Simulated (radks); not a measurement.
**Sm²⁺ inside a hard spherical wall**

The task here is to estimate one member of a computed series from the others.

The numbers are computed with radks (a radial shooting solver on a logarithmic mesh, Libxc functionals) version 1 (scalar-relativistic Kohn-Sham, LDA (Slater exchange, VWN5 correlation), spin-polarised, spherical densities, point nucleus; open shells are filled with parallel spins first), except any that are marked as measured or tabulated.

## The system

```
element       : samarium (Z = 62)
charge        : +2
electrons     : 60
configuration : [Xe] 4f6
```

The outer shells:

Sm²⁺
```
[Xe] core
4f [↑ ][↑ ][↑ ][↑ ][↑ ][↑ ][  ]
```

The first run:

Input:

```text
Z 62
configuration [Xe] 4f6 6s0 5d0 6p0
relativity scalar-relativistic
functional lda,vwn5
spin polarised
nucleus point
c 137.035999084
```

Among the steps run: The free atom; Wall at 20 bohr; Wall at 15 bohr; Wall at 10 bohr; Wall at 8 bohr; Wall at 7 bohr; Wall at 6 bohr; Wall at 5 bohr; Wall at 4 bohr; Wall at 3.5 bohr; Wall at 1.5 bohr.

One table of the session follows, with a row left open; its other results are not shown here.

```
R (bohr)  E − E(free) (eV)  ε(4f) (eV)  ε(5d, empty) (eV)  ε(6s, empty) (eV)  ε(6p, empty) (eV)
    free             0.000     -17.248            -14.092            -13.921             -9.749
      20             0.000     -17.248            -14.092            -13.921             -9.749
      15            -0.000     -17.248            -14.092            -13.921             -9.749
      10             0.000     -17.248            -14.092            -13.919             -9.723
       8             0.000     -17.247            -14.085            -13.876             -9.509
       7                 ?           ?                  ?                  ?                  ?
       6             0.014     -17.213            -13.943            -13.223             -7.892
       5             0.141     -17.036            -13.443            -11.389             -4.598
       4             1.603     -15.937            -11.257             -4.635              5.382
     3.5             5.527     -14.042             -8.044              4.397             17.306
     1.5            1109.8      90.515             203.92             483.32             532.29
```

Q: Estimate the row for R (bohr) = 7 from the others.

Worked estimate for «E − E(free) (eV)». A straight line through the neighbours (8, 0.000) and (6, 0.014) gives 0.000 + (0.014 − 0.000) × (7 − 8) / (6 − 8) = 0.007; a parabola fitted to 4 rows on both sides gives 0.000.

The run gave: E − E(free) (eV): 0.002; ε(4f) (eV): -17.242; ε(5d, empty) (eV): -14.059; ε(6s, empty) (eV): -13.737; ε(6p, empty) (eV): -9.074. In «E − E(free) (eV)» the line misses by +0.005 and the parabola by -0.002.

In words: Eigenvalues are for spin up. Shells are not refilled when levels cross, and a hard wall is a model, not a crystal.
